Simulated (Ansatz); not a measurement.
**C₂H₆S₂Si: vertical ionisation energy**

How much energy removes an electron from C₂H₆S₂Si at fixed geometry? The cation is run at each level and the neutral's energy taken from earlier runs.

Computed with Ansatz 0.2.0, Gaussian basis. Level: unrestricted cation, the program's frozen cores in correlated methods.

Plan: UKS PBE-D4/def2-TZVPP; UKS r2SCAN-D4/def2-TZVPP; UKS PBE0-D4/def2-TZVPP; UKS B3LYP-D4/def2-TZVPP; UKS wB97X-V/def2-TZVPP; UKS wB97M-V/def2-TZVPP; UKS B2PLYP/def2-TZVPP; UHF-CCSD(T)/def2-TZVPP; UHF-MP2/def2-QZVPP; extrapolation to the limit; then −ε(HOMO) from the neutral's earlier runs with LDA (SPW92), PBE-D4, revPBE-D4, BLYP-D4, r2SCAN-D4, B97M-V, PBE0-D4, B3LYP-D4, r2SCANh-D4, r2SCAN0-D4, HSE06-D4, BHLYP-D4, CAM-B3LYP-D4, LC-ωPBE, ωB97X-V, ωB97M-V.

1 further run of the same task is left out (it didn't finish).

### Step 1. The geometry

All runs share one geometry, relaxed beforehand with PBE0-D4 in a triple-zeta def2 set.

SMILES `CS[Si]SC`, 11 atoms, charge 0, spin multiplicity 1.

Atoms are counted from 1 here; the program's logs count them from 0.

Bond lengths: C1–S2 1.815 Å, C1–H6 1.090 Å, C1–H7 1.088 Å, C1–H8 1.089 Å, S2–Si3 2.136 Å, Si3–S4 2.136 Å, S4–C5 1.815 Å, C5–H9 1.090 Å, C5–H10 1.089 Å, C5–H11 1.088 Å. Angles: S2–C1–H6 106.3°, S2–C1–H7 110.4°, S2–C1–H8 111.3°, H6–C1–H7 109.3°, H6–C1–H8 109.1°, H7–C1–H8 110.3°, C1–S2–Si3 113.5°, S2–Si3–S4 108.4°, Si3–S4–C5 113.5°, S4–C5–H9 106.3°, S4–C5–H10 111.3°, S4–C5–H11 110.4°, H9–C5–H10 109.1°, H9–C5–H11 109.3°, H10–C5–H11 110.3°.

### Step 2. Cation, UKS PBE-D4/def2-TZVPP

File in.yaml:

```yaml
crystal:
  periodic: [false, false, false]
  atoms:
    - {symbol: C, position_ang: [-0.824155, -0.175218, 1.395612]}
    - {symbol: S, position_ang: [0.795540, -0.892116, 1.791633]}
    - {symbol: Si, position_ang: [1.747752, -1.819762, 0.119330]}
    - {symbol: S, position_ang: [0.971802, -0.946971, -1.669508]}
    - {symbol: C, position_ang: [0.301107, 0.722161, -1.427961]}
    - {symbol: H, position_ang: [-1.467580, -0.381787, 2.250684]}
    - {symbol: H, position_ang: [-1.242475, -0.647671, 0.509351]}
    - {symbol: H, position_ang: [-0.754757, 0.901665, 1.252903]}
    - {symbol: H, position_ang: [0.589773, 1.298136, -2.307017]}
    - {symbol: H, position_ang: [-0.784716, 0.704144, -1.353668]}
    - {symbol: H, position_ang: [0.733008, 1.180619, -0.540860]}
basis:
  gaussian: {orbitals: def2-TZVPP}
total_charge: 1
magnetization: {spin_polarized: true, initial_magnetization: 1}
hamiltonian: {xc: pbe, dispersion: d4}
```

Run with:

```bash
$ ansatz run in.yaml --threads 2 --pin off --events-out ev --progress --plain --max-ram 32768MiB --backend cpu
```

The runs that follow: Cation, UKS r2SCAN-D4/def2-TZVPP; Cation, UKS PBE0-D4/def2-TZVPP; Cation, UKS B3LYP-D4/def2-TZVPP; Cation, UKS wB97X-V/def2-TZVPP; Cation, UKS wB97M-V/def2-TZVPP; Cation, UKS B2PLYP (frozen core)/def2-TZVPP; Cation, UHF-CCSD(T)/def2-TZVPP; Cation, UHF-MP2/def2-QZVPP.

Q: Predict the results of all the runs planned. Wanted: ionisation energy, CCSD(T)/CBS; nearest functional by difference; nearest −ε(HOMO); −ε(HOMO) of PBE; T1 of the cation.

**Answer**, as computed:

| quantity | value |
| --- | --- |
| ionisation energy, CCSD(T)/CBS | 8.62 eV |
| nearest functional by difference | ωB97X-V (-0.09 eV) |
| nearest −ε(HOMO) | ωB97M-V (-0.04 eV) |
| −ε(HOMO) of PBE | 5.51 eV |
| T1 of the cation | 0.030 |

**Reading.** By cation minus neutral, the functionals miss by 0.42 eV at most. The PBE orbital energy is 3.1 eV too small: a semilocal HOMO is no ionisation energy. Among orbital estimates ωB97M-V comes nearest. Hartree-Fock falls 0.97 eV short, as the neutral has more correlation energy than the cation.
